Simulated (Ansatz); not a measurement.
# SiTe under changes of volume

One of the cells (26.748 Å³/atom); the others are scaled copies at fixed shape and fractional positions:

```
Si Te
1.0
     3.76795    0.00000    0.00000
     0.00000    3.76795    0.00000
     0.00000    0.00000    3.76795
Si Te
1 1
Direct
  0.00000 0.00000 0.00000
  0.50000 0.50000 0.50000
```

The cell was built by a generator and needn't be a form met in nature.

```yaml
Program: Ansatz 0.2.0
Functional: PBE
Potentials_or_basis: all-electron LAPW, scalar-relativistic
Cutoff: 130 eV (chosen from the basis error)
Basis_error_allowed: 0.0005 eV/atom
k_mesh: 7 × 7 × 7
Occupations: fermi-dirac, width 0.05 eV
Spin: no spin polarisation
```

```tsv
volume (Å³/atom)	energy over the lowest point (meV/atom)	pressure (GPa)
25.143	0.00	-5.2
25.678	18.75	-5.9
26.213	39.86	-6.6
26.748	63.00	-7.1
27.283	87.84	-7.6
27.818	114.10	-7.9
28.353	?	?
```

Task: What does the run at 28.353 Å³/atom give?

Result: Energy over the lowest point 141.49 meV/atom; pressure -8.2 GPa.

Worked out: A Birch-Murnaghan fit of order 3 (a polynomial in V^(-2/3)) to the other rows has no minimum within the range. It gives 141.55 meV/atom at 28.353 Å³/atom, against the run's 141.49, and -dE/dV = -8.4 GPa, against -8.2.

Energies are extrapolated to zero smearing.
